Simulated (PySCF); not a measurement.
**A diatomic session: SnF**

The task here is to estimate one member of a computed series from the others.

Computed with PySCF 2.14.0. Level: Sn cc-pVDZ-PP with ECP28, F cc-pVDZ, scalar-relativistic core potentials.

The first run:

Settings of the job:

```json
{
 "atoms": "Sn, F",
 "charge": "0",
 "basis": "Sn cc-pVDZ-PP with ECP28, F cc-pVDZ",
 "Hamiltonian": "scalar-relativistic core potentials",
 "basis functions": "37",
 "electrons treated": "31",
 "masses in u": "119.9022, 18.9984",
 "levels": "PBE0, PBE, r²SCAN, PBEsol, PW91, TPSS, ωB97X, HF, MP2, SCS-MP2, CCSD, CCSD(T)",
 "grid": "80 radial by 434 angular points",
 "occupations": "held fixed by the projection of orbital angular momentum",
 "dissociation limit": "Sn + F, each in its ground configuration",
 "starting distance in angstrom": "1.965",
 "values of 2S to try": "1, 3"
}
```

The run is started by

```
OMP_NUM_THREADS=1 python dia.py task.json out
```

Among the steps run: Input; First curve: PBE0; Other states along the same grid; PBE (GGA); r²SCAN; PBEsol (GGA); PW91; TPSS (meta-GGA); ωB97X; UHF; Adding correlation.

One table of the session follows, with a row left open; its other results are not shown here.

Energy (eV) from each level's lowest point:

```
R (Å)    UHF  UHF-MP2  UHF-SCS-MP2  UHF-CCSD  UHF-CCSD(T)
1.698  1.196    1.298        1.308       n/a          n/a
1.778  0.491    0.559        0.567     0.562        0.578
1.857  0.127    0.165        0.170     0.167        0.177
1.916  0.014    0.031        0.034     0.033        0.038
1.975  0.000    0.000        0.000     0.000        0.000
2.034  0.061    0.046        0.043     0.043        0.039
2.113      ?        ?            ?         ?            ?
2.212  0.514    0.468        0.456     0.456        0.436
2.330  0.929    0.872        0.853     0.851        0.821
2.489  1.520    1.456        1.428       n/a          n/a
```

**Question.** Estimate the row for R (Å) = 2.113.

Worked estimate for «UHF». A straight line through the neighbours (2.034, 0.061) and (2.212, 0.514) gives 0.061 + (0.514 − 0.061) × (2.113 − 2.034) / (2.212 − 2.034) = 0.262; a parabola fitted to 4 rows on both sides gives 0.234.

**Answer.** UHF: 0.224; UHF-MP2: 0.193; UHF-SCS-MP2: 0.186; UHF-CCSD: 0.187; UHF-CCSD(T): 0.175. In «UHF» the line misses by +0.038 and the parabola by +0.010.

Limits of these values: Lowest PBE0 solution found, without spin–orbit coupling: ²Π (doublet), unpaired electrons π ↑. Warnings in the runs' records: inverted.
